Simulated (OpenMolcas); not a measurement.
# A workflow on InSiH4F (SMILES [F][InH][SiH3])

Aim: a single-point energy (HF/ANO-R0), then the energy (CASSCF(2,2)/ANO-R1), then an energy scan (CASPT2(2,2)/ANO-R1), then the energy along one coordinate (SC-NEVPT2(2,2)/ANO-R1), then the energy along one coordinate (MC-PDFT[tPBE](2,2)/ANO-R1) of InSiH4F. 

Program for the calculation: OpenMolcas 26.06.

### Step 1. The system as given

The species is InSiH4F (7 atoms), meant as a singlet with charge 0. As SMILES, `[F][InH][SiH3]`. The shape is that of a PBE0-D4/def2-TZVP optimisation.

Bond lengths: F1–In2 1.968 Å, In2–Si3 2.558 Å, In2–H4 1.714 Å, Si3–H5 1.486 Å, Si3–H6 1.486 Å, Si3–H7 1.487 Å. Angles: F1–In2–Si3 109.2°, F1–In2–H4 109.4°, Si3–In2–H4 141.4°, In2–Si3–H5 109.2°, In2–Si3–H6 109.1°, In2–Si3–H7 111.4°, H5–Si3–H6 109.2°, H5–Si3–H7 109.0°, H6–Si3–H7 109.0°.

### Step 2. A single-point energy at HF/ANO-R0 (sfX2C) (run 1)

Input file input.xyz:

```xyz
7

F     -0.196000    -2.340000     1.298800
In    -0.756000    -1.164900    -0.176800
Si     0.528000     1.043100    -0.028600
H     -1.937800    -1.965900    -1.125300
H      1.986000     0.765900    -0.108800
H      0.226000     1.696000     1.272200
H      0.149800     1.965800    -1.131400
```

Input file step1.input:

```
* FH4InSi Hartree-Fock

&GATEWAY
  Coord=input.xyz
  Basis=ANO-R0
  Group=NoSym

&SEWARD

&SCF
  PrOrbitals=0

&LOCALISATION
  Occupied
  Freeze
  Pipek-Mezey

&LOCALISATION
  FileOrb=$Project.LocOrb
  Virtual
  Pipek-Mezey
```

Started as:

```console
$ export MOLCAS_MEM=1860
$ pymolcas step1.input > step1.log
```

Standard output:

```text
--- Start Module: gateway ---
[...]
--- Stop Module: gateway /rc=_RC_ALL_IS_WELL_ ---
[...]
      Basis functions           45
[...]
       Convergence after  12 Iterations
[...]
::    Total SCF energy                              -6269.1972437926
[...]
      Total spin, S                                     0.0000000000
[...]
      Total electronic charge=   76.000000
      Total            charge=   -0.000000
[...]
      Dipole Moment (debye):
      Origin of the operator (angstrom)=   -0.4544   -0.8839    0.0148
                   X= -1.1112E-01               Y= -4.5801E-01               Z=  1.6015E-01           Total=  4.9777E-01
      Quadrupole Moment (debye*angstrom):
[...]
--- Start Module: localisation ---
[...]
--- Stop Module: localisation /rc=_RC_ALL_IS_WELL_ ---
--- Start Module: localisation ---
[...]
--- Stop Module: localisation /rc=_RC_ALL_IS_WELL_ ---
[...]
```

Wall time 8.7 s (1 thread of Intel Xeon Platinum 8259CL at 2.50GHz (Skylake/Cascade Lake), shared host); peak memory 0.42 GiB.

### Step 3. The energy at CASSCF(2,2)/ANO-R1 (sfX2C, RICD fitting) (run 2)

input.xyz is that of step 2.

Input file step2.input:

```
>>> EXPORT MOLCAS_PRINT=2

&gateway
  coord=input.xyz
  basis=ANO-R0
  group=NoSym

&seward

&rasscf
  fileorb=$CurrDir/step1.LocOrb
  alter=2
  1 31 38
  1 39 42
  spin=1
  nactel=2 0 0
  inactive=37
  ras2=2
  orblisting=Nothing
>>> COPY $Project.RunFile RUNFIL1
>>> COPY $Project.RasOrb INPORB

&gateway
  coord=input.xyz
  basis=ANO-R1
  group=NoSym
  ricd

&seward
>>> COPY $Project.RunFile RUNFIL2

&expbas

&rasscf
  fileorb=$Project.ExpOrb
  spin=1
  nactel=2 0 0
  inactive=37
  ras2=2
  orblisting=Nothing
  orbappear=Compact
```

Started as:

```console
$ export MOLCAS_MEM=1860
$ pymolcas step2.input > step2.log
```

Standard output:

```text
--- Start Module: gateway ---
[...]
      Basis functions           45
[...]
      Number of active orbitals                  2
[...]
      Spin quantum number                      0.0
[...]
      Active orbitals                            2
[...]
      Number of CSFs                             3
[...]
      Number of root(s) required                 1
[...]
      Convergence after 12 iterations
[...]
      printout of CI-coefficients larger than  0.05 for root  1
      energy=   -6269.204773
      conf/sym  11     Coeff  Weight
             1  20   0.99553 0.99107
             3  02  -0.09449 0.00893
      Natural orbitals and occupation numbers for root  1
      sym 1:   1.982142   0.017858
      ************************************************************************************************************************
      *                                                    Final results                                                     *
[...]
::    RASSCF root number  1 Total energy:  -6269.20477333
[...]
      Basis functions           95
[...]
      Convergence after 14 iterations
[...]
      Natural orbitals and occupation numbers for root  1
      sym 1:   1.980662   0.019338
      ************************************************************************************************************************
      *                                                    Final results                                                     *
[...]
::    RASSCF root number  1 Total energy:  -6269.75978004
[...]
      Total electronic charge=   76.000000
      Total            charge=   -0.000000
[...]
      Dipole Moment (debye):
      Origin of the operator (angstrom)=   -0.4544   -0.8839    0.0148
                   X= -4.6672E-01               Y=  2.4386E+00               Z= -2.2979E+00           Total=  3.3830E+00
      Quadrupole Moment (debye*angstrom):
[...]
```

Run time: 36 s. Hardware: 1 thread of Intel Xeon Platinum 8259CL at 2.50GHz (Skylake/Cascade Lake), shared host; peak memory 0.42 GiB.

### Step 4. An energy scan at CASPT2(2,2)/ANO-R1 (sfX2C, RICD fitting, ipea shift 0.25 Eh, pt2 variant SS) (run 3)

Input file step3.input:

```
* FH4InSi CASPT2
>>> COPY $CurrDir/step2.RasOrb $Project.RasOrb
>>> ForEach K in (1, 2, 3, 4, 5, 6, 7, 8, 9)

&GATEWAY
  Coord
  $CurrDir/point$K.xyz
  Basis
  ANO-R1
  Group
  NoSym
  RICD

&SEWARD

&RASSCF
  FileOrb
  $Project.RasOrb
  Spin
  1
  Nactel
  2 0 0
  Inactive
  37
  Ras2
  2
  OrbListing
  Nothing
  OrbAppear
  Compact

&CASPT2
  Imaginary
  0.2
  Frozen
  24
>>> EndDo
```

Started as:

```console
$ export MOLCAS_MEM=1860
$ pymolcas step3.input > step3.log
```

Standard output:

```text
[...]
      Basis functions           95
[...]
      Number of active orbitals                  2
[...]
      Spin quantum number                      0.0
[...]
      Active orbitals                            2
[...]
      Number of CSFs                             3
[...]
      Number of root(s) required                 1
[...]
      Convergence after 13 iterations
[...]
      printout of CI-coefficients larger than  0.05 for root  1
      energy=   -6269.749369
      conf/sym  11     Coeff  Weight
             1  20   0.99657 0.99316
             3  02  -0.08272 0.00684
      Natural orbitals and occupation numbers for root  1
      sym 1:   1.986313   0.013687
      ************************************************************************************************************************
      *                                                    Final results                                                     *
[...]
::    RASSCF root number  1 Total energy:  -6269.74936899
[...]
::    CASPT2 Root  1     Total energy:  -6270.43034115
[...]
      Convergence after 11 iterations
[...]
      Natural orbitals and occupation numbers for root  1
      sym 1:   1.980674   0.019326
      ************************************************************************************************************************
      *                                                    Final results                                                     *
[...]
      Convergence after 11 iterations
[...]
      Convergence after 11 iterations
[...]
      Convergence after 11 iterations
[...]
::    RASSCF root number  1 Total energy:  -6269.63080580
[...]
::    CASPT2 Root  1     Total energy:  -6270.30203757
[...]
      Convergence after 10 iterations
[...]
::    RASSCF root number  1 Total energy:  -6269.62672572
[...]
      Reference weight:           0.85237
[...]
::    CASPT2 Root  1     Total energy:  -6270.29750798
[...]
```

Wall time 4.1 min (1 thread of Intel Xeon Platinum 8259CL at 2.50GHz (Skylake/Cascade Lake), shared host); peak memory 0.28 GiB.

The scan, from its lowest point:

```
H5–Si3 (Å)  energy (kJ/mol)
     1.338             24.3
     1.486              0.0
     1.635             15.0
     1.858             70.7
     2.155            159.5
     2.527            253.5
     2.973            323.4
     3.567            361.2
     4.459            373.1
```

### Step 5. An energy scan at SC-NEVPT2(2,2)/ANO-R1 (sfX2C, RICD fitting, pt2 variant SC-NEVPT2) (run 4)

Input file step4.inp:

```
* FH4InSi NEVPT2
>>> EXPORT MOLCAS_PRINT=2
>>> COPY $CurrDir/step2.RasOrb $Project.RasOrb
>>> ForEach K in (1, 2, 3, 4, 5, 6, 7, 8, 9)

&gateway
 coord
 $CurrDir/point$K.xyz
 basis
 ANO-R1
 group
 NoSym
 ricd

&seward

&rasscf
 fileorb
 $Project.RasOrb
 spin
 1
 nactel
 2 0 0
 inactive
 37
 ras2
 2
 orblisting
 Nothing
 orbappear
 Compact

&caspt2
 sc-nevpt2
 frozen
 24
>>> EndDo
```

Started as:

```console
$ export MOLCAS_MEM=1860
$ pymolcas step4.inp > step4.log
```

Standard output:

```text
--- Start Module: gateway ---
[...]
      Basis functions           95
[...]
      Number of active orbitals                  2
[...]
      Spin quantum number                      0.0
[...]
      Active orbitals                            2
[...]
      Number of CSFs                             3
[...]
      Number of root(s) required                 1
[...]
      Convergence after 13 iterations
[...]
      printout of CI-coefficients larger than  0.05 for root  1
      energy=   -6269.749369
      conf/sym  11     Coeff  Weight
             1  20   0.99657 0.99316
             3  02  -0.08272 0.00684
      Natural orbitals and occupation numbers for root  1
      sym 1:   1.986313   0.013687
      ************************************************************************************************************************
      *                                                    Final results                                                     *
[...]
::    RASSCF root number  1 Total energy:  -6269.74936899
[...]
::    SC-NEVPT2 Root  1     Total energy:  -6270.42551610
[...]
      Convergence after 11 iterations
[...]
      Natural orbitals and occupation numbers for root  1
      sym 1:   1.980674   0.019326
      ************************************************************************************************************************
      *                                                    Final results                                                     *
[...]
      Convergence after 11 iterations
[...]
      Convergence after 11 iterations
[...]
      Convergence after 11 iterations
[...]
::    RASSCF root number  1 Total energy:  -6269.63080580
[...]
::    SC-NEVPT2 Root  1     Total energy:  -6270.30099762
[...]
      Convergence after 10 iterations
[...]
::    RASSCF root number  1 Total energy:  -6269.62672572
[...]
::    SC-NEVPT2 Root  1     Total energy:  -6270.29668253
[...]
```

It took 3.9 min on 1 thread of Intel Xeon Platinum 8259CL at 2.50GHz (Skylake/Cascade Lake), shared host; peak memory 0.28 GiB.

The scan, from its lowest point:

```
H5–Si3 (Å)  energy (kJ/mol)
     1.338             25.9
     1.486              0.0
     1.635             13.7
     1.858             67.8
     2.155            155.1
     2.527            247.7
     2.973            316.4
     3.567            352.9
     4.459            364.2
```

### Step 6. An energy scan at MC-PDFT[tPBE](2,2)/ANO-R1 (sfX2C, RICD fitting) (run 5)

Input file step5.inp:

```
* FH4InSi MC-PDFT
>>> COPY $CurrDir/step2.RasOrb $Project.RasOrb
>>> ForEach K in (1, 2, 3, 4, 5, 6, 7, 8, 9)

&GATEWAY
 Coord
 $CurrDir/point$K.xyz
 Basis
 ANO-R1
 Group
 NoSym
 RICD

&SEWARD

&RASSCF
 FileOrb
 $Project.RasOrb
 Spin
 1
 Nactel
 2 0 0
 Inactive
 37
 Ras2
 2
 OrbListing
 Nothing
 OrbAppear
 Compact

&MCPDFT
 KSDFT
 T:PBE
>>> EndDo
```

Started as:

```console
$ export MOLCAS_MEM=1860
$ pymolcas step5.inp > step5.log
```

Standard output:

```text
--- Start Module: gateway ---
[...]
      Basis functions           95
[...]
      Number of active orbitals                  2
[...]
      Spin quantum number                      0.0
[...]
      Active orbitals                            2
[...]
      Number of CSFs                             3
[...]
      Number of root(s) required                 1
[...]
      Convergence after 13 iterations
[...]
      printout of CI-coefficients larger than  0.05 for root  1
      energy=   -6269.749369
      conf/sym  11     Coeff  Weight
             1  20   0.99657 0.99316
             3  02  -0.08272 0.00684
      Natural orbitals and occupation numbers for root  1
      sym 1:   1.986313   0.013687
      ************************************************************************************************************************
      *                                                    Final results                                                     *
[...]
::    RASSCF root number  1 Total energy:  -6269.74936899
[...]
::    MCPDFT root number  1 Total energy:  -6272.75897442
[...]
      Convergence after 11 iterations
[...]
      Natural orbitals and occupation numbers for root  1
      sym 1:   1.980674   0.019326
      ************************************************************************************************************************
      *                                                    Final results                                                     *
[...]
      Convergence after 11 iterations
[...]
      Convergence after 11 iterations
[...]
      Convergence after 11 iterations
[...]
::    RASSCF root number  1 Total energy:  -6269.63080580
[...]
::    MCPDFT root number  1 Total energy:  -6272.62766461
[...]
      Convergence after 10 iterations
[...]
::    RASSCF root number  1 Total energy:  -6269.62672572
[...]
::    MCPDFT root number  1 Total energy:  -6272.62374020
[...]
```

Run time: 4 min. Hardware: 1 thread of Intel Xeon Platinum 8259CL at 2.50GHz (Skylake/Cascade Lake), shared host; peak memory 0.28 GiB.

The scan, from its lowest point:

```
H5–Si3 (Å)  energy (kJ/mol)
     1.338             26.4
     1.486              0.0
     1.635             13.0
     1.858             66.6
     2.155            155.1
     2.527            252.8
     2.973            329.6
     3.567            371.1
     4.459            381.4
```

### Step 7. What came out

```
                                                   quantity           value
                             run 1, HF/ANO-R0: total energy  -6269.19724 Eh
                            run 1, HF/ANO-R0: dipole moment          0.50 D
                              run 1, HF/ANO-R0: HOMO energy       -11.28 eV
                              run 1, HF/ANO-R0: LUMO energy        -0.40 eV
                            run 1, HF/ANO-R0: HOMO–LUMO gap        10.88 eV
                    run 2, CASSCF(2,2)/ANO-R1: total energy  -6269.75978 Eh
  run 2, CASSCF(2,2)/ANO-R1: dipole moment (CASSCF density)          3.38 D
       run 3, CASPT2(2,2)/ANO-R1: lowest energy of the scan  -6270.43962 Eh
    run 4, SC-NEVPT2(2,2)/ANO-R1: lowest energy of the scan  -6270.43540 Eh
run 5, MC-PDFT[tPBE](2,2)/ANO-R1: lowest energy of the scan  -6272.76902 Eh
```
